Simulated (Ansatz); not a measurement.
# FHf: the cost of one run

Method: the levels named in each step, in Ansatz 0.2.0.

## (1) Starting point

Bond lengths: F1–Hf2 2.147 Å.

Structure file:

```xyz
2

F     0.0000    0.0000    0.0000
Hf    0.0000    0.0000    2.1473
```

## (2) A rough first relaxation, PBE-D4/def2-SVP

Input file input.yaml:

```yaml
crystal:
  periodic: [false, false, false]
  atoms:
    - { symbol: F, position_ang: [0.0, 0.0, 0.0] }
    - { symbol: Hf, position_ang: [0.0, 0.0, 2.14733] }
total_charge: 1
basis:
  gaussian: { orbitals: def2-SVP }
hamiltonian:
  xc: pbe
  dispersion: d4
relax:
  f_tol: 0.03
  max_steps: 200
```

The run is started by

```bash
> ansatz run input.yaml --threads 2 --pin off --max-ram 5120MiB --backend cpu --events-out ev --progress --plain --runs-dir out
```

What time and memory should one allow on 2 threads of Intel Xeon Platinum 8259CL at 2.50GHz (Skylake/Cascade Lake), shared host?

About 5.3 s, with a peak of 0.12 GiB.
